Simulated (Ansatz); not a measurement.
The same calculation of CH₅BFNO, SMILES NB(O)CF as a Python script and as an input file (Ansatz 0.2.0, Python API).

`run_energy.py`
```python
import ansatz as az


def main() -> None:
    geometry_ang = [
        ('N', [-0.8686, -0.8302, -1.068]),
        ('B', [0.132, -0.4905, -0.0209]),
        ('O', [0.8173, -1.5898, 0.6019]),
        ('C', [0.5499, 1.0223, 0.3939]),
        ('F', [-0.3004, 1.8947, -0.3363]),
        ('H', [-1.8146, -0.343, -0.7584]),
        ('H', [-0.6041, -0.286, -1.9491]),
        ('H', [0.3393, -1.8062, 1.4]),
        ('H', [1.551, 1.2323, 0.235]),
        ('H', [0.2815, 1.1452, 1.5049]),
    ]
    geometry = az.Crystal.molecule()
    for symbol, xyz in geometry_ang:
        geometry = geometry.atom(symbol, xyz)

    base = (
        geometry.calculation()
        .basis(gaussian='def2-SVPD')
        .functional('R2SCAN0')
    )
    rep = base.session().plan(threads=1).execute().report

    for key in ('converged', 'free_energy_ev', 'reference_energy_ev', 'n_frozen', 'n_occupied', 'n_virtual'):
        print(f'{key:22s} {rep[key]}')

    state = rep['mean_field']['state']
    print(f'mean field: {state["energy"]["hartree"]:.7f} Ha, <S^2> = {abs(state["spin_squared"]):.4f}, stability: {state.get("stability", {}).get("kind")}')


if __name__ == '__main__':
    main()
```

```console
$ python run_energy.py
converged              True
free_energy_ev         -8038.8869477370845
reference_energy_ev    -8038.8869477370845
n_frozen               0
n_occupied             [20, 20]
n_virtual              [126, 126]
mean field: -295.4236464 Ha, <S^2> = 0.0000, stability: minimum
```

`input.yaml`:
```yaml
crystal:
  periodic: [false, false, false]
  atoms:
    - { symbol: "N", position_ang: [-0.8686, -0.8302, -1.068] }
    - { symbol: B, position_ang: [0.132, -0.4905, -0.0209] }
    - { symbol: O, position_ang: [0.8173, -1.5898, 0.6019] }
    - { symbol: C, position_ang: [0.5499, 1.0223, 0.3939] }
    - { symbol: F, position_ang: [-0.3004, 1.8947, -0.3363] }
    - { symbol: H, position_ang: [-1.8146, -0.343, -0.7584] }
    - { symbol: H, position_ang: [-0.6041, -0.286, -1.9491] }
    - { symbol: H, position_ang: [0.3393, -1.8062, 1.4] }
    - { symbol: H, position_ang: [1.551, 1.2323, 0.235] }
    - { symbol: H, position_ang: [0.2815, 1.1452, 1.5049] }
basis:
  gaussian: { orbitals: def2-SVPD }
hamiltonian:
  xc: r2scan0
```

On the command line:
```console
$ ansatz run input.yaml --threads 1 --pin off --max-ram 4096MiB --backend cpu --events-out ev --progress --plain --runs-dir out
Engine: ansatz 0.2.0, aarch64-unknown-linux-gnu
Functional definition: r2SCAN0
  parameter a = 0.25
  parameter k0 = 0.174
  parameter k1 = 0.065
  parameter a1 = 4.9479
  exchange = (1 - a)*r2scan_x(k0 = k0, k1 = k1, a1 = a1) + a*exact_x
  correlation = r2scan_c
1193 factors; their error is unknown
mean field evaluation 1: about -8031.5700 eV, gradient 6.3e1 eV
mean field evaluation 2: about -8026.0939 eV, gradient 8.1e1 eV
mean field evaluation 4: about -8038.8577 eV, gradient 2.8e0 eV
mean field evaluation 8: about -8038.8786 eV, gradient 3.0e-2 eV
mean field evaluation 16: about -8038.8869 eV, gradient 3.3e-5 eV
mean field -8038.88693529 eV, -295.4236459186 hartree, gradient 3.3e-5 eV, S^2 0.000000; 0 other end points of the search recorded, 0 dependent functions left out
reference -8038.88694774 eV, -295.4236463761 hartree; 20, 20 occupied and 126, 126 virtual orbitals, 1193 factors
Total energy: -8038.88694774 eV, -295.4236463761 hartree
```

What to keep in mind:
- Total energies depend on the basis set; only differences at equal settings carry meaning.
- The geometry is a force-field or estimated start, not a minimum of this method, and the basis set is short of its limit.
- The whole script took 8.1 s on 1 thread of Arm Neoverse V1 (shared host), peak memory 0.3 GiB.
